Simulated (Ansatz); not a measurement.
# Ga5As3N2: the cost of one run

Computed with Ansatz 0.2.0 (DFT PBE, scalar-relativistic, plane waves, PAW, unless a step's input says otherwise).

### 1 The structure to begin with

The structure is monoclinic, space group C2/m (No. 12). Conventional cell: a = 11.826 Å, b = 5.289 Å, c = 8.362 Å, α = 90.00°, β = 135.00°, γ = 90.00°. Ga (site symmetry 2/m) has 2 N at 2.64 Å and 4 As at 2.64 Å as nearest neighbours. Around Ga (site symmetry m) lie 2 N at 2.64 Å and 4 As at 2.64 Å. Ga (site symmetry m) has 3 As at 2.64 Å and 3 N at 2.64 Å as nearest neighbours. As (site symmetry m) is surrounded by 6 Ga at 2.64 Å. Around As (site symmetry 2/m) lie 6 Ga at 2.64 Å. Around N (site symmetry m) lie 6 Ga at 2.64 Å.

Coordinates:

```cif
data_structure
_symmetry_space_group_name_H-M 'C2/m'
_symmetry_Int_Tables_number 12
_cell_length_a 11.8263
_cell_length_b 5.2889
_cell_length_c 8.3624
_cell_angle_alpha 90.000
_cell_angle_beta 135.000
_cell_angle_gamma 90.000
_cell_volume 369.85
loop_
_atom_site_label
_atom_site_type_symbol
_atom_site_symmetry_multiplicity
_atom_site_Wyckoff_symbol
_atom_site_fract_x
_atom_site_fract_y
_atom_site_fract_z
_atom_site_occupancy
Ga1 Ga 2 d 0.00000 0.50000 0.50000 1
Ga2 Ga 4 i 0.70000 0.00000 0.30000 1
Ga3 Ga 4 i 0.90000 0.00000 0.10000 1
As1 As 4 i 0.30000 0.50000 0.70000 1
As2 As 2 c 0.00000 0.00000 0.50000 1
N1 N 4 i 0.90000 0.50000 0.10000 1
```

The start is an ordering of an alloy on its end members' structure types: elements ordered on the sites of the GaN type, As/N on N (C2/m, No. 12).

### 2 A first look at the guess

input.yaml reads:

```yaml
crystal:
  lattice:
    - [5.91314057, -2.64443686, 0.0]
    - [5.91314057, 2.64443686, 0.0]
    - [-5.91314057, 0.0, 5.91314057]
  atoms:
    - { symbol: Ga, position: [0.5, 0.5, 0.5] }
    - { symbol: Ga, position: [0.7, 0.7, 0.1] }
    - { symbol: Ga, position: [0.9, 0.9, 0.7] }
    - { symbol: Ga, position: [0.1, 0.1, 0.3] }
    - { symbol: Ga, position: [0.3, 0.3, 0.9] }
    - { symbol: As, position: [0.8, 0.8, 0.9] }
    - { symbol: As, position: [0.0, 0.0, 0.5] }
    - { symbol: As, position: [0.2, 0.2, 0.1] }
    - { symbol: "N", position: [0.4, 0.4, 0.7] }
    - { symbol: "N", position: [0.6, 0.6, 0.3] }
basis:
  ecutwfc: 420
kpoints:
  mp_grid: { grid: [4, 4, 4] }
hamiltonian:
  xc: pbe
scf:
  occupations: { method: gaussian, width: 0.1 }
  lower_state_search: "off"
output:
  forces: true
  stress: true
  eigenvalues: true
```

Command:

```console
ansatz run input.yaml --threads 4 --pin off --max-ram 8192MiB --backend cpu --events-out ev --progress --plain --runs-dir out
```

What time and memory should one allow on 4 threads of AMD EPYC (Zen 3), shared host?

About 23 s, with a peak of 0.81 GiB.
